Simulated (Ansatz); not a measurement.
# BH3Se: the cost of one run

Computed with Ansatz 0.2.0, Gaussian basis. Level: PBE0-D4/def2-TZVP structures, single points in def2-TZVPP, no counterpoise correction.

Levels: SPW92, PBE-D4, BLYP-D4, r2SCAN-D4, B97M-V, PBE0-D4, B3LYP-D4, r2SCAN0-D4, BHLYP-D4, CAM-B3LYP-D4, wB97X-V, wB97M-V, B2PLYP, PBE-QIDH, RPA on PBE, Hartree-Fock, MP2, CCSD, CCSD(T).

Correlated methods freeze the cores. Filled d shells of the heavier atoms are correlated. B3LYP uses VWN-RPA correlation. B2PLYP carries no dispersion term here.

94 further runs of the same task are left out: 94 set aside as unsound or not needed. Runs told in other sessions of the task aren't counted.

### 1 The starting structure

The complex: 8 atoms, charge 0, spin multiplicity 1.

Atoms are counted from 1 here; the program's logs count them from 0.

Bond lengths: B1–O2 1.691 Å, B1–H3 1.193 Å, B1–H4 1.201 Å, B1–Se6 2.018 Å, O2–H5 0.975 Å, O2–H7 0.965 Å, Se6–H8 1.469 Å. Angles: O2–B1–H3 104.3°, O2–B1–H4 103.8°, O2–B1–Se6 103.0°, H3–B1–H4 118.2°, H3–B1–Se6 115.2°, H4–B1–Se6 110.2°, B1–O2–H5 101.7°, B1–O2–H7 110.0°, H5–O2–H7 107.9°, B1–Se6–H8 97.1°.

Coordinates:

```csv
atom,x (Å),y (Å),z (Å)
B1,-0.1378,-0.6747,-0.0141
O2,0.1563,0.5925,-1.0943
H3,0.8125,-1.3873,-0.1299
H4,-1.2095,-1.0972,-0.3541
H5,0.0844,1.3700,-0.5106
Se6,-0.2917,0.2687,1.7627
H7,-0.5554,0.6435,-1.7444
H8,1.1413,0.2843,2.0847
```

Its parts: BH3Se holds atoms 1, 3, 4, 6, 8; H2O holds atoms 2, 5, 7. Each part counts its atoms afresh in its own runs.

### 2 Relaxing BH3Se alone

The input, relax-a/in.yaml:

```yaml
crystal:
  periodic: [false, false, false]
  atoms:
    - {symbol: B, position_ang: [-0.137844, -0.674732, -0.014061]}
    - {symbol: H, position_ang: [0.812498, -1.387322, -0.129932]}
    - {symbol: H, position_ang: [-1.209519, -1.097184, -0.354144]}
    - {symbol: Se, position_ang: [-0.291712, 0.268691, 1.762684]}
    - {symbol: H, position_ang: [1.141295, 0.284336, 2.084667]}
basis:
  gaussian: {orbitals: def2-TZVP}
hamiltonian: {xc: pbe0, dispersion: d4}
relax: {f_tol: 0.005, max_steps: 200}
```

On the command line:

```
ansatz run in.yaml --threads 4 --pin off --events-out ev --progress --plain --max-ram 9574MiB
```

Q: Estimate wall time and peak memory on 4 threads of Intel Xeon at 2.50GHz, shared host.

About 18 s, with a peak of 0.4 GiB.
